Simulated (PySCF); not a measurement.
# C2H4BBrO: the cost of one run

Programs: PySCF 2.14.0, with density-fitted response routines of our own. Each step states its level of theory. These are calculated values for one molecule in the gas phase, unless marked as measured. Atoms count from 0, in the outputs and in this text.

## 1. The molecule as given

9 atoms, charge 0, multiplicity 1; geometry from: GFN2-xTB. The atoms were then displaced at random by about 0.01 Å, so the start is not that level's minimum.

Bonds of the start (Å): C0–C1 1.32, C1–O2 1.36, O2–B3 1.36, B3–Br4 1.89, C0–H5 1.04, C0–H6 1.09, C1–H7 1.08, B3–H8 1.13.

## 2. Relaxing the molecule at PBE0-D3(BJ)/def2-SVP

Job settings and geometry (Å):

```
{"job": {"xc": "PBE0", "basis": "def2-SVP", "d3": "d3bj", "grid": 1, "shake": 0.01, "kind": "geom"}, "charge": 0, "multiplicity": 1}
C     -1.379780    -0.303950     0.351040
C     -0.707060     0.333980    -0.589010
O      0.582230     0.064250    -0.909620
B      1.708380    -0.053730    -0.156980
Br     1.683710     0.249840     1.705480
H     -0.981520    -1.039890     0.971090
H     -2.423030    -0.032610     0.504550
H     -1.100550     1.103440    -1.242960
H      2.675430    -0.338470    -0.667310
```

Command:

```sh
> OMP_NUM_THREADS=1 python probes_run.py task.json out
```

One launch serves the whole session: the jobs run in the order shown.

**Question.** How long does this first job take on 1 thread of Arm Neoverse V1, shared host, and how much memory does it need?

About 35 s, with a peak of 0.45 GiB.
